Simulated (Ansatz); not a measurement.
# NaHf3NbBi3: the cost of one run

Method: DFT PBE, scalar-relativistic, plane waves, PAW, unless a step names another level, in Ansatz 0.2.0.

7 further runs of the same task are left out: 7 set aside as unsound or not needed.

## (1) What the formula suggests

Pauling electronegativities: Na 0.93, Hf 1.30, Nb 1.60, Bi 2.02 (spread 1.09). No set of common oxidation states balances it. Tabulated atomic sizes suggest about 22 Å³/atom. 21 candidates were drawn, by swapping species into database cells of other compounds, at random by space group and Wyckoff sites, or by hand, as the table says:

```
name                  made from  space group no.                       Wyckoff sites  atoms (primitive cell)  V (Å³/atom)
 c01                     random              166          Na 3b; Hf 9d; Nb 3a; Bi 9e                       8         23.7
 c02                     random              191          Na 1a; Hf 3f; Nb 1b; Bi 3g                       8         23.5
 c03                     random              221          Na 1b; Hf 3d; Nb 1a; Bi 3c                       8         25.8
 c04                     random              221          Na 1b; Hf 3c; Nb 1a; Bi 3d                       8         27.8
 c05                     random              221          Na 1a; Hf 3d; Nb 1b; Bi 3c                       8         26.8
 c06                     random              123  Na 1a; Hf 2g, 1d; Nb 1c; Bi 1b, 2f                       8         27.7
 c07  database cell of LiNi3O3F              123  Na 1b; Hf 2h, 1a; Nb 1d; Bi 2g, 1c                       8         22.0
 c08                     random              123  Na 1d; Hf 1a, 2e; Nb 1b; Bi 2h, 1c                       8         28.1
 c09                     random              191          Na 1b; Hf 3f; Nb 1a; Bi 3g                       8         27.0
 c10                     random              123  Na 1c; Hf 2g, 1b; Nb 1d; Bi 2e, 1a                       8         25.7
 c11                     random              221          Na 1a; Hf 3c; Nb 1b; Bi 3d                       8         28.0
 c12                     random              156          Na 1b; Hf 3d; Nb 1a; Bi 3d                       8         28.4
 c13                     random              166          Na 3a; Hf 9e; Nb 3b; Bi 9d                       8         28.4
 c14  database cell of Li3CuOF3              123  Na 1c; Hf 2h, 1b; Nb 1a; Bi 2g, 1d                       8         19.1
 c15                     random              189          Na 1b; Hf 3g; Nb 1a; Bi 3f                       8         28.9
 c16                     random              187      Na 1a; Hf 3k; Nb 1b; Bi 2h, 1e                       8         27.3
 c17                     random              183          Na 1a; Hf 3c; Nb 1a; Bi 3c                       8         27.1
 c18                     random              166          Na 3b; Hf 9e; Nb 3a; Bi 9d                       8         27.9
 c19                     random              183      Na 1a; Hf 3c; Nb 1a; Bi 1a, 2b                       8         22.6
 c20                     random              115  Na 1a; Hf 1b, 2g; Nb 1c; Bi 2f, 1d                       8         26.4
 c21  database cell of LiNi3O3F              123  Na 1b; Hf 2g, 1c; Nb 1d; Bi 2h, 1a                       8         22.0
```

## (2) Screening run of c05

input.yaml

```yaml
crystal:
  lattice:
    - [5.9879545, 0.0, 0.0]
    - [0.0, 5.9879545, 0.0]
    - [0.0, 0.0, 5.9879545]
  atoms:
    - { symbol: Na, position: [0.0, 0.0, 0.0] }
    - { symbol: Hf, position: [0.5, 0.0, 0.0] }
    - { symbol: Hf, position: [0.0, 0.5, 0.0] }
    - { symbol: Hf, position: [0.0, 0.0, 0.5] }
    - { symbol: Nb, position: [0.5, 0.5, 0.5] }
    - { symbol: Bi, position: [0.0, 0.5, 0.5] }
    - { symbol: Bi, position: [0.5, 0.0, 0.5] }
    - { symbol: Bi, position: [0.5, 0.5, 0.0] }
basis:
  ecutwfc: 420
kpoints:
  mp_grid: { grid: [3, 3, 3] }
hamiltonian:
  xc: pbe
scf:
  occupations: { method: gaussian, width: 0.2 }
  lower_state_search: "off"
output:
  forces: true
  stress: true
  eigenvalues: true
relax:
  adjacent_minimum: "off"
  f_tol: 0.08
  max_steps: 16
  cell: { stress_tol: 0.8 }
```

On the command line:

```sh
ansatz run input.yaml --threads 1 --pin off --max-ram 2560MiB --backend cpu --events-out ev --progress --plain --runs-dir out
```

What time and memory should one allow on 1 thread of Arm Neoverse V1, shared host?

About 32 s, with a peak of 0.53 GiB.
